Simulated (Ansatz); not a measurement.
**CH₇AlOSi: up Jacob's ladder to CCSD(T)**

One table from this session's results is given with a row withheld; the runs are named, their logs left out.

Program: Ansatz 0.2.0, Gaussian basis. Level of theory: functionals in def2-TZVPP, the program's frozen cores in correlated methods. These are calculated values, not measurements.

Plan: LDA (SPW92), PBE-D4, revPBE-D4, BLYP-D4, r2SCAN-D4, B97M-V, PBE0-D4, B3LYP-D4, r2SCANh-D4, r2SCAN0-D4, HSE06-D4, BHLYP-D4, CAM-B3LYP-D4, LC-ωPBE, ωB97X-V, ωB97M-V, B2PLYP, PBE-QIDH; CCSD(T)/def2-SVP; CCSD(T)/def2-TZVPP; MP2/def2-QZVPP; extrapolation to the limit; RPA on PBE.

## The relaxed structure

The geometry comes from an earlier relaxation with PBE0-D4 in a triple-zeta def2 set; it is a stationary point, not always the lowest conformer.

SMILES `[CH3][Al]([OH])[SiH3]`, 11 atoms, charge 0, spin multiplicity 1.

Atoms are counted from 1 here; the program's logs count them from 0.

Bond lengths: C1–Al2 1.943 Å, C1–H5 1.093 Å, C1–H6 1.095 Å, C1–H7 1.095 Å, Al2–O3 1.702 Å, Al2–Si4 2.461 Å, O3–H8 0.956 Å, Si4–H9 1.493 Å, Si4–H10 1.493 Å, Si4–H11 1.492 Å. Angles: Al2–C1–H5 111.6°, Al2–C1–H6 111.2°, Al2–C1–H7 111.1°, H5–C1–H6 108.2°, H5–C1–H7 108.1°, H6–C1–H7 106.5°, C1–Al2–O3 117.0°, C1–Al2–Si4 124.3°, O3–Al2–Si4 118.7°, Al2–O3–H8 122.9°, Al2–Si4–H9 111.6°, Al2–Si4–H10 111.5°, Al2–Si4–H11 112.7°, H9–Si4–H10 106.5°, H9–Si4–H11 107.1°, H10–Si4–H11 107.0°.

The first run:

Input file in.yaml:

```yaml
crystal:
  periodic: [false, false, false]
  atoms:
    - {symbol: C, position_ang: [0.143710, 1.954104, 0.509202]}
    - {symbol: Al, position_ang: [0.410335, 0.031327, 0.423579]}
    - {symbol: O, position_ang: [1.566356, -0.637221, 1.478736]}
    - {symbol: Si, position_ang: [-0.806484, -1.469544, -1.101117]}
    - {symbol: H, position_ang: [0.781814, 2.415466, 1.266708]}
    - {symbol: H, position_ang: [-0.897026, 2.198780, 0.744957]}
    - {symbol: H, position_ang: [0.363636, 2.425990, -0.453998]}
    - {symbol: H, position_ang: [1.764066, -1.571940, 1.506913]}
    - {symbol: H, position_ang: [-2.282724, -1.379394, -0.899147]}
    - {symbol: H, position_ang: [-0.551436, -1.122690, -2.530516]}
    - {symbol: H, position_ang: [-0.426945, -2.901779, -0.924718]}
basis:
  gaussian: {orbitals: def2-TZVPP}
hamiltonian: {xc: lda}
output: {orbitals: {seedname: orbitals}}
```

Run with:

```bash
> ansatz run in.yaml --threads 2 --pin off --events-out ev --progress --plain --max-ram 4352MiB
```

Among the steps run: LDA; PBE-D4 (GGA); revPBE-D4 (GGA); BLYP-D4 (GGA); r2SCAN-D4 (meta-GGA); B97M-V (meta-GGA); B3LYP-D4 (hybrid); r2SCANh-D4 (hybrid); r2SCAN0-D4 (hybrid); HSE06-D4 (hybrid); BHLYP-D4 (hybrid); CAM-B3LYP-D4 (range-separated); LC-ωPBE (range-separated); ωB97X-V (range-separated); ωB97M-V (range-separated); B2PLYP (double hybrid); PBE-QIDH (double hybrid).

One of the session's tables, all rows but one given; the rest of the session is left out.

It belongs to the step «Frontier levels by functional». 

| functional | HOMO (eV) | gap (eV) |
| --- | --- | --- |
| LDA (SPW92) | -6.28 | 4.28 |
| PBE-D4 | -6.18 | 4.36 |
| revPBE-D4 | ? | ? |
| BLYP-D4 | -6.04 | 4.37 |
| r2SCAN-D4 | -6.42 | 4.84 |
| B97M-V | -6.49 | 4.72 |
| PBE0-D4 | -7.30 | 6.24 |
| B3LYP-D4 | -7.11 | 5.87 |
| r2SCANh-D4 | -6.83 | 5.52 |
| r2SCAN0-D4 | -7.46 | 6.53 |
| HSE06-D4 | -6.91 | 5.48 |
| BHLYP-D4 | -8.33 | 8.07 |
| CAM-B3LYP-D4 | -8.58 | 8.51 |
| LC-ωPBE | -9.88 | 10.86 |
| ωB97X-V | -9.55 | 10.42 |
| ωB97M-V | -9.32 | 9.92 |

Estimate the missing values for revPBE-D4.

The run gave: HOMO (eV): -6.13; gap (eV): 4.41. In the column «HOMO (eV)» it lies between PBE-D4 (-6.18) and BLYP-D4 (-6.04).
